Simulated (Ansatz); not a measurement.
# H₉NOSi₃: one species, many methods

An exercise on one series of results from a longer session: the logs are not shown, and one member is left open.

The runs use Ansatz 0.2.0, Gaussian basis; functionals in def2-TZVPP, the program's frozen cores in correlated methods.

The runs, in order: PBE-D4, r2SCAN-D4, PBE0-D4, B3LYP-D4, ωB97X-V, ωB97M-V, B2PLYP; CCSD(T)/def2-TZVPP; MP2/def2-QZVPP; extrapolation to the limit.

## The geometry

The geometry comes from an earlier relaxation with PBE0-D4 in a triple-zeta def2 set; it is a stationary point, not always the lowest conformer.

SMILES `[SiH3]N[SiH2]O[SiH3]`, 14 atoms, charge 0, spin multiplicity 1.

Atoms are counted from 1 here; the program's logs count them from 0.

Bond lengths: Si1–N2 1.729 Å, Si1–H6 1.485 Å, Si1–H7 1.488 Å, Si1–H8 1.488 Å, N2–Si3 1.716 Å, N2–H9 1.010 Å, Si3–O4 1.637 Å, Si3–H10 1.483 Å, Si3–H11 1.481 Å, O4–Si5 1.635 Å, Si5–H12 1.483 Å, Si5–H13 1.486 Å, Si5–H14 1.488 Å. Angles: N2–Si1–H6 106.6°, N2–Si1–H7 112.1°, N2–Si1–H8 111.6°, H6–Si1–H7 109.5°, H6–Si1–H8 109.4°, H7–Si1–H8 107.6°, Si1–N2–Si3 127.2°, Si1–N2–H9 116.5°, Si3–N2–H9 115.9°, N2–Si3–O4 113.5°, N2–Si3–H10 107.8°, N2–Si3–H11 108.7°, O4–Si3–H10 108.2°, O4–Si3–H11 106.5°, H10–Si3–H11 112.3°, Si3–O4–Si5 142.9°, O4–Si5–H12 108.5°, O4–Si5–H13 110.2° and more.

The first run:

in.yaml reads:

```yaml
crystal:
  periodic: [false, false, false]
  atoms:
    - {symbol: Si, position_ang: [-1.484373, 1.584759, 0.364513]}
    - {symbol: N, position_ang: [-0.550167, 0.461649, 1.288695]}
    - {symbol: Si, position_ang: [1.079433, -0.003310, 1.018788]}
    - {symbol: O, position_ang: [1.241359, -1.204014, -0.081832]}
    - {symbol: Si, position_ang: [0.745098, -1.691828, -1.561710]}
    - {symbol: H, position_ang: [-0.597175, 2.088142, -0.714814]}
    - {symbol: H, position_ang: [-1.960439, 2.728618, 1.188387]}
    - {symbol: H, position_ang: [-2.679999, 0.937493, -0.240178]}
    - {symbol: H, position_ang: [-1.045104, -0.058420, 1.999711]}
    - {symbol: H, position_ang: [1.812353, 1.184749, 0.519141]}
    - {symbol: H, position_ang: [1.641338, -0.518662, 2.288299]}
    - {symbol: H, position_ang: [0.952141, -3.156686, -1.667608]}
    - {symbol: H, position_ang: [1.529510, -1.002294, -2.619018]}
    - {symbol: H, position_ang: [-0.696874, -1.379594, -1.753573]}
basis:
  gaussian: {orbitals: def2-TZVPP}
hamiltonian: {xc: pbe, dispersion: d4}
output: {forces: true, orbitals: {seedname: orbitals}}
```

The run is started by

```bash
$ ansatz run in.yaml --threads 2 --pin off --events-out ev --progress --plain --max-ram 32768MiB --backend cuda --devices 0, --max-vram 18GiB
```

Among the steps run: PBE-D4 (GGA); r2SCAN-D4 (meta-GGA); PBE0-D4 (hybrid); B3LYP-D4 (hybrid); ωB97X-V (range-separated); ωB97M-V (range-separated); B2PLYP (double hybrid); CCSD(T) in def2-TZVPP; MP2 in def2-QZVPP.

One of the session's tables, all rows but one given; the rest of the session is left out.

```
            method  atomisation energy (eV)
            PBE-D4                   48.067
         r2SCAN-D4                   48.339
           PBE0-D4                   47.729
          B3LYP-D4                   48.587
           ωB97X-V                   48.948
           ωB97M-V                   48.713
            B2PLYP                   47.975
     HF/def2-TZVPP                   36.188
    MP2/def2-TZVPP                   47.532
   CCSD/def2-TZVPP                        ?
CCSD(T)/def2-TZVPP                   47.334
           MP2/CBS                   48.955
       CCSD(T)/CBS                   48.757
```

Q: Estimate the row for CCSD/def2-TZVPP from the others.

The run gave: atomisation energy (eV): 46.851. In the column «atomisation energy (eV)» it lies between HF/def2-TZVPP (36.188) and CCSD(T)/def2-TZVPP (47.334).

Caveats from the session: Free atoms (3 Si, 1 N, 1 O, 9 H) were run apart at each level; the atomisation energy is their sum less the molecule, without zero-point or spin-orbit terms.
